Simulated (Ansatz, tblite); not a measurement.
# (BeO)10 cage of four- and six-membered rings (Be₁₀O₁₀): rung by rung

An exercise on one series of results from a longer session: the logs are not shown, and one member is left open.

Program: Ansatz 0.2.0, Gaussian basis. Level of theory: as each input shows. These are calculated values, not measurements.

Plan: GFN1-xTB, GFN2-xTB, PBE-D4/def2-TZVP, r2SCAN-D4/def2-TZVP, revPBE-D4/def2-TZVP, BLYP-D4/def2-TZVP, PBE-D4/def2-SVP, PBE0-D4/def2-SVP, HF/STO-3G, HF/6-31G, B3LYP-D4/6-31G, MP2/def2-SVP.

3 further runs of the same task are left out: 3 that didn't finish. Runs told in other sessions of the task aren't counted.

## The relaxed structure

The geometry is that of the singlet, from an earlier relaxation (PBE-D4/def2-SVP).

20 atoms, charge 0, spin multiplicity 1.

Bond lengths: Be1–O2 1.606 Å, Be1–O4 1.606 Å, Be1–O6 1.606 Å, O2–Be3 1.633 Å, O2–Be7 1.633 Å, Be3–O4 1.633 Å, Be3–O10 1.546 Å, O4–Be5 1.633 Å, Be5–O6 1.633 Å, Be5–O12 1.546 Å, O6–Be7 1.633 Å, Be7–O8 1.546 Å, O8–Be9 1.618 Å, O8–Be13 1.618 Å, Be9–O10 1.618 Å, Be9–O16 1.555 Å, O10–Be11 1.618 Å, Be11–O12 1.618 Å and more. Angles: O2–Be1–O4 101.5°, O2–Be1–O6 101.5°, O4–Be1–O6 101.5°, Be1–O2–Be3 79.6°, Be1–O2–Be7 79.6°, Be3–O2–Be7 97.0°, O2–Be3–O4 99.2°, O2–Be3–O10 121.7°, O4–Be3–O10 121.7°, Be1–O4–Be3 79.6°, Be1–O4–Be5 79.6°, Be3–O4–Be5 97.0°, O4–Be5–O6 99.2°, O4–Be5–O12 121.7°, O6–Be5–O12 121.7°, Be1–O6–Be5 79.6°, Be1–O6–Be7 79.6°, Be5–O6–Be7 97.0° and more.

PBE0-D4/def2-TZVP was run before; its log isn't repeated, and its numbers join the tables.

Set-up of the first run:

Tight binding, by tblite at 300 K electronic temperature and without a spin-polarisation term:

```python
tblite.interface.Calculator('GFN1-xTB', numbers, positions, charge=0, uhf=0).singlepoint()
```

Tight binding, by tblite at 300 K electronic temperature and without a spin-polarisation term:

```python
tblite.interface.Calculator('GFN2-xTB', numbers, positions, charge=0, uhf=0).singlepoint()
```

start.molden holds the orbitals of an earlier run on this state, given as this run's starting guess.

Input file in.yaml:

```yaml
crystal:
  periodic: [false, false, false]
  atoms:
    - {symbol: Be, position_ang: [0.000815, 0.000327, 3.392218]}
    - {symbol: O, position_ang: [-0.409295, 1.376460, 2.673325]}
    - {symbol: Be, position_ang: [0.971240, 1.026449, 1.873766]}
    - {symbol: O, position_ang: [1.397293, -0.332811, 2.673014]}
    - {symbol: Be, position_ang: [0.403631, -1.353732, 1.874129]}
    - {symbol: O, position_ang: [-0.986243, -1.042820, 2.673695]}
    - {symbol: Be, position_ang: [-1.373368, 0.327813, 1.874297]}
    - {symbol: O, position_ang: [-1.509134, 0.359960, 0.334687]}
    - {symbol: Be, position_ang: [-0.399038, 1.339817, -0.318701]}
    - {symbol: O, position_ang: [1.066486, 1.127455, 0.334067]}
    - {symbol: Be, position_ang: [1.359272, -0.324208, -0.318982]}
    - {symbol: O, position_ang: [0.442905, -1.487309, 0.334464]}
    - {symbol: Be, position_ang: [-0.960782, -1.015621, -0.318329]}
    - {symbol: O, position_ang: [-1.108669, -1.171749, -1.858441]}
    - {symbol: Be, position_ang: [-1.154088, 0.274841, -2.601726]}
    - {symbol: O, position_ang: [-0.460616, 1.545440, -1.858870]}
    - {symbol: O, position_ang: [1.568095, -0.374273, -1.859086]}
    - {symbol: Be, position_ang: [0.337925, -1.136853, -2.602093]}
    - {symbol: O, position_ang: [-0.000908, -0.000369, -3.699013]}
    - {symbol: Be, position_ang: [0.814459, 0.861194, -2.602423]}
basis:
  gaussian: {orbitals: def2-TZVP, initial_orbitals: start.molden}
hamiltonian: {xc: pbe, dispersion: d4}
scf: {omitted_lower_state_checks: [starts]}
output: {forces: true, orbitals: {seedname: orbitals}}
```

On the command line:

```bash
$ ansatz run in.yaml --threads 4 --pin off --events-out ev --progress --plain --max-ram 6963MiB
```

Steps of the session up to this table: PBE-D4/def2-TZVP; r2SCAN-D4/def2-TZVP; revPBE-D4/def2-TZVP; BLYP-D4/def2-TZVP; PBE-D4/def2-SVP; PBE0-D4/def2-SVP; HF/STO-3G; HF/6-31G; B3LYP-D4/6-31G; MP2/def2-SVP.

One table of the session follows, with a row left open; its other results are not shown here.

It belongs to the step «Binding energy». 

| level | binding an atom (eV) |
| --- | --- |
| HF/STO-3G | 4.201 |
| HF/6-31G | 3.644 |
| HF/def2-SVP | 3.828 |
| PBE-D4/def2-SVP | 5.444 |
| PBE-D4/def2-TZVP | 5.410 |
| revPBE-D4/def2-TZVP | 5.230 |
| BLYP-D4/def2-TZVP | 5.307 |
| r2SCAN-D4/def2-TZVP | 5.368 |
| B3LYP-D4/6-31G | 5.106 |
| PBE0-D4/def2-SVP | ? |
| PBE0-D4/def2-TZVP | 5.239 |
| MP2/def2-SVP | 5.058 |

**Question.** Estimate the row for PBE0-D4/def2-SVP.

As computed: binding an atom (eV): 5.250. In the column «binding an atom (eV)» it lies between PBE0-D4/def2-TZVP (5.239) and BLYP-D4/def2-TZVP (5.307).

To keep in mind: Free atoms were run apart at each level; binding is atoms less cluster, divided by the number of atoms, without zero-point or spin-orbit terms.
